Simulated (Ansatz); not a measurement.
# C2Ca: the cost of one run

Method: the levels named in each step, in Ansatz 0.2.0.

**1. The system as given**

Bond lengths: C1–C2 1.210 Å, C2–Ca3 2.187 Å. Angles: C1–C2–Ca3 180.0°.

Structure file:

```xyz
3

C     0.0000    0.0000   -1.5357
C     0.0000    0.0000   -0.3258
Ca    0.0000    0.0000    1.8615
```

**2. A rough first relaxation, PBE-D4/def2-SVP**

This run stands in another session on the same molecule. It ended at:

```xyz
3

C     0.0000    0.0000   -1.5596
C     0.0000    0.0000   -0.2757
Ca    0.0000    0.0000    1.8353
```

**3. Relaxation, HF/STO-3G**

The input, input.yaml:

```yaml
crystal:
  periodic: [false, false, false]
  atoms:
    - { symbol: C, position_ang: [0.0, 0.0, -1.55955192] }
    - { symbol: C, position_ang: [0.0, 0.0, -0.27573963] }
    - { symbol: Ca, position_ang: [0.0, 0.0, 1.83529155] }
basis:
  gaussian: { orbitals: STO-3G }
hamiltonian:
  xc: hf
relax:
  f_tol: 0.002
  max_steps: 150
```

Launch:

```console
$ ansatz run input.yaml --threads 1 --pin off --max-ram 2560MiB --backend cpu --events-out ev --progress --plain --runs-dir out
```

What time and memory should one allow on 1 thread of Intel Xeon at 2.50GHz (Skylake/Cascade Lake), shared host?

About 5.2 s, with a peak of 0.084 GiB.
